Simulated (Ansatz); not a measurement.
# LiLaSO (P4/nmm): the equilibrium volume, part 2 of 2

At what volume is LiLaSO (P4/nmm) free of pressure?

Ansatz 0.2.0; DFT PBEsol, scalar-relativistic, plane waves, PAW.

## (3) Full relaxation

Contents of input.yaml:

```yaml
crystal:
  lattice:
    - [4.03477274, 0.0, 0.0]
    - [0.0, 4.03477274, 0.0]
    - [0.0, 0.0, 8.80123841]
  atoms:
    - { symbol: La, position: [0.0, 0.5, 0.858217] }
    - { symbol: La, position: [0.5, 0.0, 0.141783] }
    - { symbol: Li, position: [0.5, 0.5, 0.5] }
    - { symbol: Li, position: [0.0, 0.0, 0.5] }
    - { symbol: O, position: [0.0, 0.0, 0.0] }
    - { symbol: O, position: [0.5, 0.5, 0.0] }
    - { symbol: S, position: [0.5, 0.0, 0.661238] }
    - { symbol: S, position: [0.0, 0.5, 0.338762] }
basis:
  ecutwfc: 420
kpoints:
  mp_grid: { grid: [6, 6, 4] }
hamiltonian:
  xc: pbesol
scf:
  occupations: { method: gaussian, width: 0.02 }
output:
  forces: true
  stress: true
  eigenvalues: true
relax:
  adjacent_minimum: "off"
  f_tol: 0.005
  max_steps: 80
  cell: { stress_tol: 0.05 }
```

Started as:

```bash
> ansatz run input.yaml --threads 8 --pin off --max-ram 14336MiB --backend cpu --events-out ev --progress --plain --runs-dir out
```

Standard output:

```text
Warning: RAYON_NUM_THREADS=8 ignored (pool sized by the plan → 8); use --threads N
Engine: ansatz 0.2.0, aarch64-unknown-linux-gnu
Pseudopotentials: kind: paw
Pseudopotential: La, paw, valence charge 11, recommended cutoff 420 eV (normal), La.paw.azcp
Pseudopotential: Li, paw, valence charge 3, recommended cutoff 420 eV (normal), Li.paw.azcp
Pseudopotential: O, paw, valence charge 6, recommended cutoff 420 eV (normal), O.paw.azcp
Pseudopotential: S, paw, valence charge 6, recommended cutoff 420 eV (normal), S.paw.azcp
Functional definition: PBEsol
  exchange = pbesol_x
  correlation = pbesol_c
Crystal: 8 atoms, lattice volume = 143.279 Å³
Basis set: ecut = 420 eV, 2805 PW (Γ), exchange–correlation on 54×54×120 points (8 copies of the dense FFT grid, shifted against one another)
Bands: 34, of which v1, the nominal top of the filled ones, is band 26 counted from 1 (25 counted from 0)
Symmetry: 16 space group operations
Space group: P4/nmm (ITA 129), of the structure as read, at distance tolerance 5.2e-5 Å
k-points: 30 of 144
Non-local potential: La, projectors of the file, l = 0: 3, l = 1: 2, l = 2: 2, l = 3: 3
Non-local potential: Li, projectors of the file, l = 0: 3, l = 1: 2, l = 2: 1
Non-local potential: O, projectors of the file, l = 0: 2, l = 1: 2, l = 2: 1
Non-local potential: S, projectors of the file, l = 0: 2, l = 1: 2, l = 2: 2
PAW form: soft (Blöchl's): semilocal exchange-correlation on the pseudo side does not see the compensation charge
PAW frozen core: La, regenerated for the run's functional, and the local potential with it (the file was generated under x = pbe(κ = 0.804, μ = 0.2195149727645171), c = pbe(β = 0.06672455060314922))
PAW frozen core: O, regenerated for the run's functional, and the local potential with it (the file was generated under x = pbe(κ = 0.804, μ = 0.2195149727645171), c = pbe(β = 0.06672455060314922))
PAW frozen core: S, regenerated for the run's functional, and the local potential with it (the file was generated under x = pbe(κ = 0.804, μ = 0.2195149727645171), c = pbe(β = 0.06672455060314922))
PAW one-centre angular grid: La, 590 points (default); XC on 64 Gauss nodes
PAW one-centre angular grid: Li, 110 points (default); XC on 64 Gauss nodes
PAW one-centre angular grid: O, 110 points (default); XC on 64 Gauss nodes
PAW one-centre angular grid: S, 110 points (default); XC on 64 Gauss nodes
Initial density: superposition of atomic densities (neutral atoms: chi_scale 0, normalization atom), corrected by the library's trained network
Initial wavefunctions: pseudopotential atomic-orbital guess
Functional: x = pbesol(κ = 0.804, μ = 0.12345679012345678), c = pbesol(β = 0.046)
SCF iter   1: F=—  HF=-15634.988765 eV  |F-HF|=—  |Δ(HF+E_count)|=         —  Δρ=9.60e-3  dr2=1.27e-1  ethr=1.77e-3  ⟨swp⟩=6.8  Hψ=4952  notcnv=0
preconditioner: auto → Resta (q_TF=auto, 2.304 Å⁻¹)  ε∞=4.4  [insulator: Δε(μ)=2.943 eV  Ē_g=11.214 eV  σ=0.020 eV  W_gap=1.00  n_scr=30 (ndim 8)  ℏωp=20.6 eV  f_vac=0.000  D(μ)=0.00/eV (n_scr^D=0)  ε∞_Penn≈4.4]
SCF iter   2: F=—  HF=-15634.963173 eV  |F-HF|=—  |Δ(HF+E_count)|=   2.56e-2  Δρ=3.77e-3  dr2=2.13e-2  ethr=2.45e-4  ⟨swp⟩=3.3  Hψ=2194  notcnv=0  defer=105
SCF iter   3: F=—  HF=-15634.959524 eV  |F-HF|=—  |Δ(HF+E_count)|=   3.65e-3  Δρ=1.35e-3  dr2=2.78e-3  ethr=4.10e-5  ⟨swp⟩=3.2  Hψ=1623  notcnv=0  defer=105
SCF iter   4: F=—  HF=-15634.959400 eV  |F-HF|=—  |Δ(HF+E_count)|=   1.24e-4  Δρ=4.43e-4  dr2=2.90e-4  ethr=5.34e-6  ⟨swp⟩=2.6  Hψ=1709  notcnv=0  defer=105
SCF iter   5: F=—  HF=-15634.959455 eV  |F-HF|=—  |Δ(HF+E_count)|=   5.56e-5  Δρ=7.37e-5  dr2=8.94e-6  ethr=5.58e-7  ⟨swp⟩=2.4  Hψ=1373  notcnv=0  defer=105
SCF iter   6: F=—  HF=-15634.959382 eV  |F-HF|=—  |Δ(HF+E_count)|=   7.32e-5  Δρ=1.43e-5  dr2=2.53e-7  ethr=1.72e-8  ⟨swp⟩=2.0  Hψ=1461  notcnv=0  defer=105
SCF iter   7: F=-15634.959382 eV  HF=-15634.959382 eV  |F-HF|=5.13e-9  |Δ(HF+E_count)|=   3.13e-7  Δρ=2.53e-6  dr2=1.24e-8  ethr=1.92e-10  ⟨swp⟩=11.2  Hψ=5084  notcnv=0
SCF 1 converged in 7 iterations: F = -15634.959382 eV  dr2 = 1.24e-8
relax step   1: F+E_penalty+E_count = -15634.95938230 eV  Δ(F+E_penalty+E_count) = +0.000e0 eV  max|allowed force component| = 2.836e-1 eV/Å  Δτ_max = 0.0000 Å  P = -3.566 GPa  Ω = 143.279 Å³  (7 SCF iters, dr2 threshold 1.00e-7 eV, accepted)
Crystal: 8 atoms, lattice volume = 127.292 Å³
Basis set: ecut = 420 eV, 2509 PW (Γ), exchange–correlation on 54×54×120 points (8 copies of the dense FFT grid, shifted against one another)
Initial density: handed on by an earlier stage of this run
Initial wavefunctions: those handed on with the density
iter 1 solved again at ethr=3.89e-4 eV; its pass at ethr=3.10e-3 eV (dr2=2.03e-1 eV) is discarded
SCF iter   1: F=—  HF=-15634.820898 eV  |F-HF|=—  |Δ(HF+E_count)|=         —  Δρ=8.83e-3  dr2=2.09e-1  ethr=3.89e-4  ⟨swp⟩=1.6  Hψ=7055  notcnv=0
preconditioner: auto → Resta (q_TF=auto, 2.350 Å⁻¹)  ε∞=4.6  [insulator: Δε(μ)=2.804 eV  Ē_g=11.542 eV  σ=0.020 eV  W_gap=1.00  n_scr=30 (ndim 8)  ℏωp=21.8 eV  f_vac=0.000  D(μ)=0.00/eV (n_scr^D=0)  ε∞_Penn≈4.6]
SCF iter   2: F=—  HF=-15634.772479 eV  |F-HF|=—  |Δ(HF+E_count)|=   4.84e-2  Δρ=5.09e-3  dr2=3.79e-2  ethr=3.89e-4  ⟨swp⟩=3.3  Hψ=1866  notcnv=0
SCF iter   3: F=—  HF=-15634.763357 eV  |F-HF|=—  |Δ(HF+E_count)|=   9.12e-3  Δρ=3.00e-3  dr2=1.42e-2  ethr=7.29e-5  ⟨swp⟩=3.7  Hψ=2168  notcnv=0  defer=8
SCF iter   4: F=—  HF=-15634.760453 eV  |F-HF|=—  |Δ(HF+E_count)|=   2.90e-3  Δρ=7.49e-4  dr2=8.45e-4  ethr=2.73e-5  ⟨swp⟩=3.2  Hψ=1875  notcnv=0  defer=15
SCF iter   5: F=—  HF=-15634.760386 eV  |F-HF|=—  |Δ(HF+E_count)|=   6.68e-5  Δρ=1.29e-4  dr2=2.17e-5  ethr=1.63e-6  ⟨swp⟩=2.2  Hψ=1931  notcnv=0  defer=43
SCF iter   6: F=—  HF=-15634.760359 eV  |F-HF|=—  |Δ(HF+E_count)|=   2.74e-5  Δρ=3.20e-5  dr2=1.11e-6  ethr=4.17e-8  ⟨swp⟩=2.2  Hψ=1503  notcnv=0  defer=43
SCF iter   7: F=-15634.760359 eV  HF=-15634.760359 eV  |F-HF|=9.88e-9  |Δ(HF+E_count)|=   6.17e-7  Δρ=5.16e-6  dr2=5.30e-8  ethr=1.54e-9  ⟨swp⟩=10.1  Hψ=4892  notcnv=0
the search or the solves at the SCF's close seem to have found levels that the self-consistency loop had missed (the run counts 3). By its estimate they hold under 1e-12 electrons; where the run keeps them, the occupations were computed again with them
SCF 2 converged in 7 iterations: F = -15634.760359 eV  dr2 = 5.30e-8
relax step   2: F+E_penalty+E_count = -15634.76035938 eV  Δ(F+E_penalty+E_count) = +1.990e-1 eV  max|allowed force component| = 1.019e0 eV/Å  Δτ_max = 0.1418 Å  P = +5.379 GPa  Ω = 127.292 Å³  energy of the carried Pulay correction = +1.821e-2 eV  (7 SCF iters, dr2 threshold 8.00e-7 eV, rejected (line search))
Crystal: 8 atoms, lattice volume = 138.093 Å³
Basis set: ecut = 420 eV, 2693 PW (Γ), exchange–correlation on 54×54×120 points (8 copies of the dense FFT grid, shifted against one another)
iter 1 solved again at ethr=2.36e-4 eV; its pass at ethr=3.10e-3 eV (dr2=1.23e-1 eV) is discarded
SCF iter   1: F=—  HF=-15635.068433 eV  |F-HF|=—  |Δ(HF+E_count)|=         —  Δρ=6.55e-3  dr2=1.24e-1  ethr=2.36e-4  ⟨swp⟩=1.2  Hψ=7118  notcnv=0
preconditioner: auto → Resta (q_TF=auto, 2.318 Å⁻¹)  ε∞=4.3  [insulator: Δε(μ)=3.161 eV  Ē_g=11.557 eV  σ=0.020 eV  W_gap=1.00  n_scr=30 (ndim 8)  ℏωp=21.0 eV  f_vac=0.000  D(μ)=0.00/eV (n_scr^D=0)  ε∞_Penn≈4.3]
SCF iter   2: F=—  HF=-15635.040602 eV  |F-HF|=—  |Δ(HF+E_count)|=   2.78e-2  Δρ=3.82e-3  dr2=2.53e-2  ethr=2.36e-4  ⟨swp⟩=4.1  Hψ=2007  notcnv=0
SCF iter   3: F=—  HF=-15635.035295 eV  |F-HF|=—  |Δ(HF+E_count)|=   5.31e-3  Δρ=2.45e-3  dr2=1.01e-2  ethr=4.87e-5  ⟨swp⟩=4.1  Hψ=2223  notcnv=0  defer=3
SCF iter   4: F=—  HF=-15635.033334 eV  |F-HF|=—  |Δ(HF+E_count)|=   1.96e-3  Δρ=5.67e-4  dr2=4.85e-4  ethr=1.94e-5  ⟨swp⟩=3.2  Hψ=1866  notcnv=0  defer=6
SCF iter   5: F=—  HF=-15635.033349 eV  |F-HF|=—  |Δ(HF+E_count)|=   1.55e-5  Δρ=9.68e-5  dr2=1.36e-5  ethr=9.32e-7  ⟨swp⟩=2.7  Hψ=1787  notcnv=0  defer=6
SCF iter   6: F=—  HF=-15635.033341 eV  |F-HF|=—  |Δ(HF+E_count)|=   8.58e-6  Δρ=2.47e-5  dr2=7.88e-7  ethr=2.62e-8  ⟨swp⟩=2.1  Hψ=1579  notcnv=0  defer=6
SCF iter   7: F=—  HF=-15635.033341 eV  |F-HF|=—  |Δ(HF+E_count)|=   2.07e-7  Δρ=4.37e-6  dr2=3.97e-8  ethr=1.51e-9  ⟨swp⟩=2.0  Hψ=1576  notcnv=0  defer=6
SCF iter   8: F=—  HF=-15635.033341 eV  |F-HF|=—  |Δ(HF+E_count)|=   1.15e-8  Δρ=1.43e-6  dr2=3.16e-9  ethr=7.64e-11  ⟨swp⟩=2.0  Hψ=1462  notcnv=0  defer=6
SCF iter   9: F=—  HF=-15635.033341 eV  |F-HF|=—  |Δ(HF+E_count)|=   1.28e-9  Δρ=2.79e-7  dr2=1.44e-10  ethr=6.08e-12  ⟨swp⟩=2.1  Hψ=1576  notcnv=0  defer=6
SCF iter  10: F=-15635.033341 eV  HF=-15635.033341 eV  |F-HF|=7.28e-12  |Δ(HF+E_count)|=  2.73e-11  Δρ=4.36e-8  dr2=2.60e-12  ethr=1.00e-12  ⟨swp⟩=7.2  Hψ=3994  notcnv=0
the search or the solves at the SCF's close seem to have found levels that the self-consistency loop had missed (the run counts 3). By its estimate they hold under 1e-12 electrons; where the run keeps them, the occupations were computed again with them
SCF 3 converged in 10 iterations: F = -15635.033341 eV  dr2 = 2.60e-12
relax step   3: F+E_penalty+E_count = -15635.03334113 eV  Δ(F+E_penalty+E_count) = -7.396e-2 eV  max|allowed force component| = 1.266e-1 eV/Å  Δτ_max = 0.0291 Å  P = -0.887 GPa  Ω = 138.093 Å³  energy of the carried Pulay correction = +5.679e-3 eV  (10 SCF iters, accepted)
[... from here on, the SCF cycles and remarks between the steps are left out ...]
relax step   4: F+E_penalty+E_count = -15635.03874544 eV  Δ(F+E_penalty+E_count) = -5.404e-3 eV  max|allowed force component| = 4.891e-2 eV/Å  Δτ_max = 0.0048 Å  P = -0.056 GPa  Ω = 136.850 Å³  energy of the carried Pulay correction = +7.071e-3 eV  (5 SCF iters, dr2 threshold 8.00e-7 eV, accepted)
relax step   5: F+E_penalty+E_count = -15635.03974802 eV  Δ(F+E_penalty+E_count) = -1.003e-3 eV  max|allowed force component| = 2.882e-2 eV/Å  Δτ_max = 0.0062 Å  P = -0.032 GPa  Ω = 136.641 Å³  energy of the carried Pulay correction = +7.307e-3 eV  (5 SCF iters, dr2 threshold 2.11e-7 eV, accepted)
relax step   6: F+E_penalty+E_count = -15635.04011828 eV  Δ(F+E_penalty+E_count) = -3.703e-4 eV  max|allowed force component| = 3.057e-2 eV/Å  Δτ_max = 0.0022 Å  P = +0.057 GPa  Ω = 136.570 Å³  energy of the carried Pulay correction = +7.387e-3 eV  (5 SCF iters, dr2 threshold 9.73e-8 eV, accepted)
relax step   7: F+E_penalty+E_count = -15635.04021997 eV  Δ(F+E_penalty+E_count) = -1.017e-4 eV  max|allowed force component| = 5.088e-3 eV/Å  Δτ_max = 0.0021 Å  P = -0.006 GPa  Ω = 136.537 Å³  energy of the carried Pulay correction = +7.424e-3 eV  (5 SCF iters, dr2 threshold 5.84e-8 eV, accepted)
relax step   8: F+E_penalty+E_count = -15635.04021164 eV  Δ(F+E_penalty+E_count) = +8.330e-6 eV  max|allowed force component| = 1.815e-4 eV/Å  Δτ_max = 0.0003 Å  P = -0.000 GPa  Ω = 136.548 Å³  energy of the carried Pulay correction = +7.412e-3 eV  (5 SCF iters, dr2 threshold 1.62e-9 eV, accepted)
relax step   9: F+E_penalty+E_count = -15635.03456288 eV  Δ(F+E_penalty+E_count) = +5.649e-3 eV  max|allowed force component| = 2.584e-4 eV/Å  Δτ_max = 0.0000 Å  P = -0.078 GPa  Ω = 136.548 Å³  stress off target by 8.17e-2 GPa  SCF on the basis re-selected at this cell (its energy is not comparable with the rows above)  (5 SCF iters)
relax step  10: F+E_penalty+E_count = -15635.03476888 eV  Δ(F+E_penalty+E_count) = -2.060e-4 eV  max|allowed force component| = 5.570e-4 eV/Å  Δτ_max = 0.0008 Å  P = -0.006 GPa  Ω = 136.399 Å³  energy of the carried Pulay correction = +1.664e-4 eV  (5 SCF iters, dr2 threshold 1.67e-8 eV, accepted)
iter 1 solved again at ethr=3.01e-7 eV; its pass at ethr=3.10e-3 eV (dr2=1.56e-4 eV) is discarded
SCF iter   1: F=—  HF=-15635.034614 eV  |F-HF|=—  |Δ(HF+E_count)|=         —  Δρ=6.21e-6  dr2=8.92e-9  ethr=3.01e-7  ⟨swp⟩=3.4  Hψ=8018  notcnv=0
eigensolver tolerance schedule: the retry pair's looser diagonalisation over-reported the residual by 17520.12 of it (diagonalisation noise at an unbounded share of the residual, at the tolerance the schedule requests for it); recorded, not acted on — ethr = c·dr2/N_el stays at c = 1.0e-1
preconditioner: auto → Resta (q_TF=auto, 2.323 Å⁻¹)  ε∞=4.4  [insulator: Δε(μ)=3.067 eV  Ē_g=11.505 eV  σ=0.020 eV  W_gap=1.00  n_scr=30 (ndim 8)  ℏωp=21.1 eV  f_vac=0.000  D(μ)=0.00/eV (n_scr^D=0)  ε∞_Penn≈4.4]
SCF iter   2: F=—  HF=-15635.034578 eV  |F-HF|=—  |Δ(HF+E_count)|=   3.64e-5  Δρ=2.89e-6  dr2=2.60e-9  ethr=1.72e-11  ⟨swp⟩=2.9  Hψ=2042  notcnv=0
SCF iter   3: F=—  HF=-15635.034578 eV  |F-HF|=—  |Δ(HF+E_count)|=   2.50e-9  Δρ=9.70e-7  dr2=6.53e-10  ethr=5.00e-12  ⟨swp⟩=2.0  Hψ=1414  notcnv=0
SCF iter   4: F=-15635.034578 eV  HF=-15635.034578 eV  |F-HF|=1.64e-11  |Δ(HF+E_count)|=  8.91e-11  Δρ=2.39e-7  dr2=7.38e-11  ethr=1.00e-12  ⟨swp⟩=4.6  Hψ=4755  notcnv=0
SCF 11 converged in 4 iterations: F = -15635.034578 eV  dr2 = 7.38e-11
relax step  11: F+E_penalty+E_count = -15635.03457765 eV  Δ(F+E_penalty+E_count) = +1.912e-4 eV  max|allowed force component| = 5.664e-4 eV/Å  Δτ_max = 0.0000 Å  P = -0.007 GPa  Ω = 136.399 Å³  stress off target by 8.13e-3 GPa  SCF on the basis re-selected at this cell (its energy is not comparable with the rows above)  (4 SCF iters)
basis re-selected at this cell: Δ(F+E_penalty+E_count) = +1.912e-4 eV, ΔP = -0.001 GPa vs the last step (what re-selecting the basis moved, of the pressure what is left beyond the Pulay correction that the steps carried, after the strain that the cell walked since its last selection, with what the two solves' SCF thresholds leave and, on support functions, any second-order correction that the steps lacked; it is no measure of the basis error at this ecutwfc). This SCF's stress stands 8.13e-3 GPa from its target on what of the cell is left free (relax.cell.stress_tol is 5.00e-2 GPa) and its largest allowed force component is 5.66e-4 eV/Å (relax.f_tol is 5.00e-3 eV/Å): within both
SCF converged after 4 iterations
Free energy (F): -15635.034578 eV
Harris-Foulkes:  -15635.034578 eV  (|F-HF|=1.64e-11)
Internal energy: -15635.034578 eV  (E = F + TS)
E sigma→0 (E₀):  -15635.034578 eV
Fermi energy:    8.997699 eV
--- Per-component energies (eV) ---
  E_band       = -224.104659
  E_kinetic    = 997.638899
  E_local      = -2420.203625  (includes V_loc(G=0)·N_el)
  E_nonlocal   = 283.345037
  E_hartree    = 921.003574
  E_xc         = -640.593844
  E_vxc        = -689.992771  (∫ρ·V_xc dr)
  E_paw        = -12171.420653  (= ΣΔE_a)
  E_vpaw       = -236.904026  (= ΣTr[D̂ρ^β])
  E_aug_tail   = 0.004887  (compensation charges beyond the density's cutoff)
  E_ewald      = -2605.342346
  E_core_change = 0.533493  (= ΣΔE_core)
  E_smearing   = -0.000000  (= −TS)
  E_closure    = 0.000000  (closes the sum)
  Σ components = -15635.034578   (vs F -15635.034578, Δ=0.00e0)
--- Forces (eV/Å), atoms counted from 1 ---
  atom   1  La     0.00000000     0.00000000    -0.00010193
  atom   2  La     0.00000000     0.00000000     0.00010193
  atom   3  Li     0.00000000     0.00000000    -0.00000000
  atom   4  Li     0.00000000     0.00000000     0.00000000
  atom   5  O      0.00000000     0.00000000    -0.00000000
  atom   6  O      0.00000000     0.00000000    -0.00000000
  atom   7  S      0.00000000     0.00000000    -0.00056644
  atom   8  S      0.00000000     0.00000000     0.00056644
  max |Σ_I F_I| component: 1.39e-17 eV/Å
--- Stress (GPa, compression-positive) ---
       -0.006822      -0.000000       0.000000
       -0.000000      -0.006822       0.000000
        0.000000       0.000000      -0.008130
  P = ⅓ Tr σ = -0.0073 GPa (-0.073 kbar)
--- Band table (eV; the first three rows and the last of 30) ---
  k-point 0: bands = ["-35.9960", "-35.9600", "-22.9414", "-22.6949", "-10.2999", "-8.8147", "-6.7783", "-6.7783", "-6.4767", "-6.2555", "-6.2555", "-5.0702", "-3.2022", "-3.0435", "4.0363", "4.3806", "4.6285", "4.6285", "5.4580", "5.9302", "5.9302", "6.4127", "6.4127", "7.3958", "7.4639", "7.4639", "10.5314", "10.7753", "11.2288", "11.7599", "11.8160", "12.0287", "12.0287", "12.0958"]
  k-point 1: bands = ["-35.9960", "-35.9600", "-22.9414", "-22.6949", "-10.2996", "-8.8147", "-6.7782", "-6.7782", "-6.4858", "-6.2557", "-6.2557", "-5.0461", "-3.2845", "-2.9750", "3.9141", "4.3811", "4.6433", "4.6433", "5.7810", "5.8179", "5.8179", "6.5870", "6.5870", "7.1323", "7.3743", "7.3743", "10.5937", "10.7347", "11.2652", "11.8165", "11.8776", "12.0561", "12.0561", "12.1131"]
  k-point 2: bands = ["-35.9960", "-35.9600", "-22.9414", "-22.6949", "-10.2993", "-8.8147", "-6.7780", "-6.7780", "-6.4948", "-6.2559", "-6.2559", "-5.0216", "-3.3421", "-2.9318", "3.8153", "4.3819", "4.6593", "4.6593", "5.7352", "5.7352", "6.2910", "6.6626", "6.7668", "6.7668", "7.2489", "7.2489", "10.6660", "10.6993", "11.2965", "11.8170", "11.9356", "12.0828", "12.0828", "12.1213"]
  k-point 29: bands = ["-35.9772", "-35.9772", "-22.6952", "-22.6952", "-10.6477", "-10.6477", "-6.7808", "-6.7808", "-6.7449", "-6.7449", "-4.5029", "-4.5029", "-3.0312", "-3.0312", "4.3646", "4.3646", "5.2019", "5.2019", "5.6693", "5.6693", "5.9882", "5.9882", "6.2947", "6.2947", "6.3956", "6.3956", "11.2380", "11.2380", "11.8139", "11.8139", "12.0501", "12.0501", "12.0654", "12.0654"]
--- Relaxed structure (9 steps of the walk, 8 accepted, 2 SCFs on fresh bases) ---
  F+E_penalty+E_count = -15635.03457765 eV   max|allowed force component| = 5.664e-4 eV/Å   (the final SCF, on the basis selected at the relaxed cell)
  cell:  # Å, volume = 136.3992 Å³
    - [3.9750031233123724, 3.480515201167922e-35, 0.0]
    - [3.480515201167922e-35, 3.9750031233123724, 0.0]
    - [0.0, 0.0, 8.63250315939935]
  atoms:
    - { symbol: La, position: [-1.4730196273105298e-35, 0.5, 0.8560084700264304] }
    - { symbol: La, position: [0.5, 4.6614545168055096e-38, 0.14399152997356937] }
    - { symbol: Li, position: [0.5, 0.5, 0.49999999999999994] }
    - { symbol: Li, position: [-5.183537422687688e-35, -1.188670901785396e-35, 0.49999999999999994] }
    - { symbol: O, position: [6.97353595714099e-35, 2.3913261671212084e-35, -6.15937281765728e-20] }
    - { symbol: O, position: [0.5, 0.5, -6.159372817657282e-20] }
    - { symbol: S, position: [0.5, 4.6614545168055096e-38, 0.6629011709013147] }
    - { symbol: S, position: [-1.4916654453777518e-35, 0.5, 0.33709882909868505] }
```

Run time: 18 s. Hardware: 8 threads of Arm Neoverse V1, shared host; peak memory 0.71 GiB.

Step by step:

| step | energy from step 1 (meV/atom) | largest force component (eV/Å) | pressure (GPa) | volume (Å³/atom) |
| --- | --- | --- | --- | --- |
| 1 | 0.0 | 0.284 | -3.57 | 17.910 |
| 2 | 24.9 | 1.019 | 5.38 | 15.911 |
| 3 | -9.2 | 0.127 | -0.89 | 17.262 |
| 4 | -9.9 | 0.049 | -0.06 | 17.106 |
| 5 | -10.0 | 0.029 | -0.03 | 17.080 |
| 6 | -10.1 | 0.031 | 0.06 | 17.071 |
| 7 | -10.1 | 0.005 | -0.01 | 17.067 |
| 8 | -10.1 | 0.000 | 0.00 | 17.068 |
| 9 | -9.4 | 0.000 | -0.08 | 17.068 |
| 10 | -9.4 | 0.001 | -0.01 | 17.050 |
| 11 | -9.4 | 0.001 | -0.01 | 17.050 |

Step 1 is the start. Step 2 was tried and not accepted. Step 9 repeats a cell on a basis chosen anew, so the energy can jump there without a move. Step 11 repeats the geometry before it on a plane-wave basis chosen anew for the final cell, which leaves the energy as it was.

This gives: volume 17.050 Å³/atom, pressure -0.01 GPa, mesh gap 3.07 eV.

## (4) The cell, before and after

The cell before and after:

| cell as typed | before | after | change |
| --- | --- | --- | --- |
| a (Å) | 4.035 | 3.975 | -1.5 % |
| b (Å) | 4.035 | 3.975 | -1.5 % |
| c (Å) | 8.801 | 8.633 | -1.9 % |
| volume (Å³/atom) | 17.910 | 17.050 | -4.8 % |
| shortest distance (Å) | 2.372 | 2.344 | -1.2 % |
| space group | P4/nmm | P4/nmm | same |

## (5) Outcome

This closing draws on all 2 parts. Changes of volume or cell count from the first structure of part 1.

| quantity | value |
| --- | --- |
| volume | 17.050 Å³/atom |
| pressure | -0.01 GPa |
| conventional cell | a = 3.975 Å, b = 3.975 Å, c = 8.633 Å, α = 90.00°, β = 90.00°, γ = 90.00° |
| gap on the mesh | 3.07 eV |

What this shows: From the first run shown, the volume went from 17.91 to 17.05 Å³/atom (-4.8 %) in 2 runs, where the pressure is zero within 0.01 GPa.

The gaps are Kohn-Sham values of a semilocal functional, not quasiparticle or optical gaps. Such gaps usually fall short of the measured ones.
